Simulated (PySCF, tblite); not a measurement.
**C4H4F4: geometry, infrared bands and NMR shifts**

What infrared bands and NMR shifts should C4H4F4 (`FC/C=C/C(F)(F)F`) show?

Programs: tblite 0.8.0 and PySCF 2.14.0, with density-fitted response routines of our own. Each step states its level of theory. These are calculated values for one molecule in the gas phase, unless marked as measured. Atoms are numbered from 0 throughout.

## Step 1: Starting geometry

12 atoms, charge 0, multiplicity 1; geometry from: force field or distance geometry start.

Bonds of the start (Å): F0–C1 1.37, C1–C2 1.51, C2–C3 1.33, C3–C4 1.49, C4–F5 1.34, C4–F6 1.36, C4–F7 1.36, C1–H8 1.09, C1–H9 1.08, C2–H10 1.09, C3–H11 1.10.

## Step 2: Optimising the geometry with GFN2-xTB

The job: settings as JSON, then the geometry in Å.

```
{"job": {"kind": "relax", "xc": "GFN2-xTB", "basis": "xTB"}, "charge": 0, "multiplicity": 1}
F     -2.152300    -0.960500     0.763600
C     -1.988100     0.094500    -0.094600
C     -0.523100     0.368800    -0.303500
C      0.473700    -0.310800     0.250200
C      1.929600    -0.072300     0.072400
F      2.537100     0.214700     1.237200
F      2.551300    -1.155300    -0.456500
F      2.183500     0.970400    -0.770600
H     -2.473300     0.959300     0.351500
H     -2.475600    -0.160000    -1.026900
H     -0.309100     1.197600    -0.978600
H      0.247500    -1.147300     0.929600
```

Command:

```sh
$ OMP_NUM_THREADS=1 python probes_run.py task.json out
```

This one command runs all jobs of the session in turn.

The log of the run:

```text
step      E/eV     max force
  0    -803.04088    1.238
  1    -803.08024    0.398
  2    -803.08589    0.263
  3    -803.08844    0.134
  4    -803.08939    0.090
  5    -803.09013    0.076
  6    -803.09076    0.077
  7    -803.09140    0.077
  8    -803.09197    0.062
  9    -803.09238    0.053
 10    -803.09265    0.039
 11    -803.09286    0.037
 12    -803.09311    0.056
 13    -803.09344    0.062
 14    -803.09381    0.051
 15    -803.09410    0.047
 16    -803.09425    0.036
 17    -803.09432    0.031
 18    -803.09438    0.028
 19    -803.09446    0.024
 20    -803.09454    0.027
 21    -803.09461    0.023
 22    -803.09465    0.019
 23    -803.09469    0.018
 24    -803.09472    0.016
 25    -803.09475    0.015
 26    -803.09476    0.007
```

It took 0.12 s on 1 thread of Arm Neoverse V1, shared host.

Relaxation path:

```tsv
step	energy from step 0 (eV)	largest force (eV/Å)
0	0.0000	1.2383
1	-0.0394	0.3976
2	-0.0450	0.2627
3	-0.0476	0.1342
4	-0.0485	0.0896
5	-0.0493	0.0763
6	-0.0499	0.0774
7	-0.0505	0.0766
8	-0.0511	0.0617
9	-0.0515	0.0525
10	-0.0518	0.0391
11	-0.0520	0.0366
12	-0.0522	0.0555
13	-0.0526	0.0625
14	-0.0529	0.0514
15	-0.0532	0.0467
16	-0.0534	0.0364
17	-0.0534	0.0306
18	-0.0535	0.0276
19	-0.0536	0.0238
20	-0.0537	0.0268
21	-0.0537	0.0228
22	-0.0538	0.0193
23	-0.0538	0.0181
24	-0.0538	0.0159
25	-0.0539	0.0153
26	-0.0539	0.0071
```

Distances of close pairs at the start and the end, largest changes first:

```tsv
bond	before (Å)	after (Å)	change (Å)
C4–F7	1.365	1.341	-0.024
C3–H11	1.101	1.080	-0.022
C1–C2	1.505	1.490	-0.015
C1–H9	1.082	1.097	+0.015
C4–F6	1.356	1.344	-0.012
C1–H8	1.087	1.097	+0.010
C2–H10	1.090	1.081	-0.009
C3–C4	1.486	1.495	+0.009
```

The next job starts from the end point, and lists it.

## Step 3: Infrared spectrum with GFN2-xTB

The job: settings as JSON, then the geometry in Å.

```
{"job": {"kind": "ir", "xc": "GFN2-xTB", "basis": "xTB"}, "charge": 0, "multiplicity": 1}
F     -2.185198    -0.952017     0.756463
C     -1.961523     0.096640    -0.091921
C     -0.508206     0.356235    -0.294400
C      0.454906    -0.345257     0.280274
C      1.906207    -0.063567     0.060226
F      2.540071     0.228965     1.209062
F      2.548928    -1.121845    -0.463427
F      2.129116     0.966076    -0.769769
H     -2.451028     0.976013     0.344728
H     -2.444980    -0.150076    -1.045393
H     -0.284810     1.178183    -0.960272
H      0.257716    -1.170035     0.948402
```

The log of the run:

```text
mode    cm-1     km/mol
  1      28.8      5.03
  2      93.0      5.30
  3     133.9      3.97
  4     184.5      3.85
  5     220.3      0.49
  6     367.9      1.11
  7     371.9     12.29
  8     486.4     29.60
  9     496.5      8.71
 10     537.4     21.40
 11     651.4      4.76
 12     736.7      0.05
 13     848.5     10.27
 14     944.0      7.93
 15     963.1     54.38
 16    1007.7     10.65
 17    1041.6    359.88
 18    1047.4    308.68
 19    1104.5     15.84
 20    1185.3    127.55
 21    1191.0      2.35
 22    1234.8    132.61
 23    1270.9      2.69
 24    1309.7      1.60
 25    1408.9     10.74
 26    1723.5     30.50
 27    2913.6      9.33
 28    2929.0     14.02
 29    3080.3      4.45
 30    3106.7      0.94
```

Run time: 0.27 s. Hardware: 1 thread of Arm Neoverse V1, shared host.

Which atoms move in the most intense modes:

```tsv
cm⁻¹	km/mol	atoms
486	29.6	F7 30 %, F5 18 %, F6 18 %
537	21.4	C2 18 %, C3 15 %, F0 12 %, F5 12 %
963	54.4	C1 34 %, F0 18 %, C2 16 %, H10 14 %
1042	359.9	C4 73 %, F6 12 %, F5 11 %
1047	308.7	C4 60 %
1185	127.5	C4 49 %, H11 31 %
1235	132.6	C4 30 %, H11 18 %, C3 18 %, C2 12 %
1724	30.5	C2 49 %, C3 47 %
```

## Step 4: Nuclear shieldings: PBE0/pcSseg-1

Settings changed since step 3:

```diff
@@ -1,2 +1,2 @@
-{"job": {"kind": "ir", "xc": "GFN2-xTB", "basis": "xTB"}, "charge": 0, "multiplicity": 1}
+{"job": {"kind": "nmr", "xc": "PBE0", "basis": "pcSseg-1"}, "charge": 0, "multiplicity": 1}
 F     -2.185198    -0.952017     0.756463
```

With the program's defaults for keys left out, this is: GIAO PBE0/pcSseg-1 NMR shielding, non-relativistic, gas phase.

The log of the run:

```text
coarse grid: 11168 points
cycle   1  E = -553.3585657923  dE =  1.209e+00  |g| = 9.510e-01  |ddm| = 3.023e+00
cycle   2  E = -553.2227538651  dE =  1.358e-01  |g| = 1.382e+00  |ddm| = 1.286e+00
cycle   3  E = -553.5079829817  dE = -2.852e-01  |g| = 6.424e-02  |ddm| = 7.779e-01
cycle   4  E = -553.5084977109  dE = -5.147e-04  |g| = 4.136e-02  |ddm| = 7.726e-02
cycle   5  E = -553.5088701756  dE = -3.725e-04  |g| = 1.105e-02  |ddm| = 3.546e-02
cycle   6  E = -553.5088955376  dE = -2.536e-05  |g| = 3.981e-03  |ddm| = 1.057e-02
cycle   7  E = -553.5088991952  dE = -3.658e-06  |g| = 4.691e-04  |ddm| = 3.079e-03
final grid: 112736 points
cycle   8  E = -553.5826703330  dE = -4.905e-05  |g| = 7.268e-03  |ddm| = 2.800e-02
cycle   9  E = -553.5826647351  dE =  5.598e-06  |g| = 9.654e-03  |ddm| = 1.150e-02
cycle  10  E = -553.5826815897  dE = -1.685e-05  |g| = 9.284e-04  |ddm| = 6.088e-03
cycle  11  E = -553.5826817347  dE = -1.450e-07  |g| = 2.404e-04  |ddm| = 9.091e-04
cycle  12  E = -553.5826817426  dE = -7.942e-09  |g| = 1.221e-04  |ddm| = 2.366e-04
cycle  13  E = -553.5826817455  dE = -2.872e-09  |g| = 2.679e-05  |ddm| = 9.486e-05
cycle  14  E = -553.5826817457  dE = -1.571e-10  |g| = 6.939e-06  |ddm| = 2.570e-05
converged SCF energy = -553.5826817457

GIAO shielding tensors (ppm)
atom      isotropic    diamagn.    paramagn.     s11        s22        s33       span
  0 F      430.860     473.563     -42.703    398.910    435.776    457.893     58.983
  1 C      101.988     238.891    -136.903     75.117     81.396    149.450     74.333
  2 C       42.673     258.573    -215.900    -70.191     46.534    151.675    221.866
  3 C       61.202     257.510    -196.308    -43.764     74.355    153.013    196.777
  4 C       54.760     240.664    -185.904     51.371     53.378     59.531      8.160
  5 F      246.958     471.275    -224.317    160.990    244.368    335.516    174.526
  6 F      246.913     471.269    -224.356    160.917    244.348    335.472    174.555
  7 F      268.704     474.760    -206.056    180.763    273.173    352.177    171.414
  8 H       26.265      26.751      -0.486     22.022     26.109     30.664      8.642
  9 H       26.263      26.746      -0.483     22.018     26.104     30.666      8.648
 10 H       25.184      32.346      -7.162     22.511     23.818     29.221      6.710
 11 H       25.507      31.246      -5.739     23.301     23.530     29.689      6.388
```

It took 16 s on 1 thread of Arm Neoverse V1, shared host; peak memory 0.71 GiB.

The references, computed at this level on geometries of the same kind, shield at (ppm): ¹H TMS 31.72, ¹³C TMS 186.9, ¹⁹F CFCl3 170.9. Their shielding less the atom's gives the shift. The references are single molecules in the gas phase, so shifts against H2O, NH3, PH3, H3PO4 or CFCl3 are not on the usual liquid scales and can be off by tens of ppm. Atoms listed in one row are averaged.

```tsv
atoms	environment	σ (ppm)	δ (ppm)	δ scaled to CDCl3
C2	alkene CH	42.7	144.3	138.9
C4	CF3 carbon	54.8	132.2	127.1
C3	alkene CH	61.2	125.7	120.8
C1	allylic sp3 CH2 bonded to F	102.0	84.9	81.0
H10	hydrogen on an alkene CH	25.18	6.53	6.26
H11	hydrogen on an alkene CH	25.51	6.21	5.96
H8, H9	hydrogen on an allylic sp3 CH2 bonded to F	26.26	5.45	5.25
F5, F6, F7	fluorine of a CF3 group	254.2	-83.2	–
F0	fluorine on an sp3 carbon	430.9	-259.9	–
```

The scaled column applies a straight-line fit of computed shieldings to shifts measured in CDCl3, and one for carbons that bear F (root-mean-square error 0.16 ppm for H, 1.9 ppm for C).

Charges from the same density, by scheme (e):

```tsv
atoms	Mulliken	IAO	Hirshfeld	ESP fit
F0	-0.33	-0.32	-0.10	-0.22
C1	0.25	0.04	0.04	0.09
C2	-0.25	-0.13	-0.03	-0.01
C3	-0.25	-0.21	-0.08	-0.37
C4	0.85	0.81	0.26	0.56
F5, F6, F7	-0.27	-0.28	-0.10	-0.19
```

Mayer bond orders: F0–C1 0.92, C1–C2 1.04, C2–C3 1.84, C3–C4 1.04, C4–F5 0.99, C4–F6 0.99, C4–F7 1.01.

## Step 5: Summary of results

```
                                                                 quantity                          value
                                strongest single infrared mode (GFN2-xTB)          1042 cm⁻¹, 360 km/mol
                                             zero-point energy (GFN2-xTB)                  46.6 kcal/mol
                                   ¹³C shifts against TMS (PBE0/pcSseg-1)  144.3, 132.2, 125.7, 84.9 ppm
   ¹H shifts against TMS (PBE0/pcSseg-1, means over atoms taken as alike)           6.53, 6.21, 5.45 ppm
¹⁹F shifts against CFCl3 (PBE0/pcSseg-1, means over atoms taken as alike)              -83.2, -259.9 ppm
```

Relaxing lowered the energy by 0.054 eV in 26 steps; the close pair that moved most is C4–F7, from 1.365 to 1.341 Å. No mode is imaginary among the 30: a minimum at this level. The strongest single mode, at 1042 cm⁻¹, moves mainly C4. GFN2-xTB is a fitted tight-binding method: band positions and strengths are rough. Its intensities can rank the bands wrongly. At PBE0/pcSseg-1: Shielding is most anisotropic at C2 (span 222 ppm, paramagnetic term -216 ppm).
